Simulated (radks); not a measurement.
# Cr²⁺ in [Ar] 3d4: an all-electron calculation

The task here is to estimate one member of a computed series from the others.

The numbers are computed with radks (a radial shooting solver on a logarithmic mesh, Libxc functionals) version 1 (scalar-relativistic Kohn-Sham, PBEsol, spin-unpolarised, spherical densities, finite nucleus), except any that are marked as measured or tabulated.

## What is computed

```
element            : chromium (Z = 24)
charge             : +2
electrons          : 22
configuration      : [Ar] 3d4
nuclear rms radius : 3.6452 fm
```

The outer shells:

Cr²⁺
```
[Ar] core
3d [↑ ][↑ ][↑ ][↑ ][  ]
```

Set-up of the first run:

Input:

```text
Z 24
configuration [Ar] 3d4 4s0 4p0 4d0 4f0
relativity scalar-relativistic
functional pbe_sol,pbe_sol
spin unpolarised
nucleus finite rms 3.6452 fm
c 137.035999084
```

One table of the session follows, with a row left open; its other results are not shown here.

It belongs to the step «Orbitals and density». Radial moments (bohr):

```
level      <r>  outermost maximum (interpolated)  90 % within  nodes
   1s  0.06360                            0.0416        0.114      0
   2s   0.2934                             0.244        0.455      1
   2p   0.2600                             0.198        0.427      0
   3s   0.8985                             0.776         1.35      2
   3p        ?                                 ?            ?      ?
   3d    1.225                             0.819         2.10      0
   4s    2.690                              2.35         3.95      3
   4p    3.200                              2.79         4.72      2
```

Estimate the missing values for 3p.

The run gave: <r>: 0.9568; outermost maximum (interpolated): 0.796; 90 % within: 1.48; nodes: 1. In the column «<r>» it lies between 3s (0.8985) and 3d (1.225).

To keep in mind: Spin polarisation and multiplet splitting are left out.
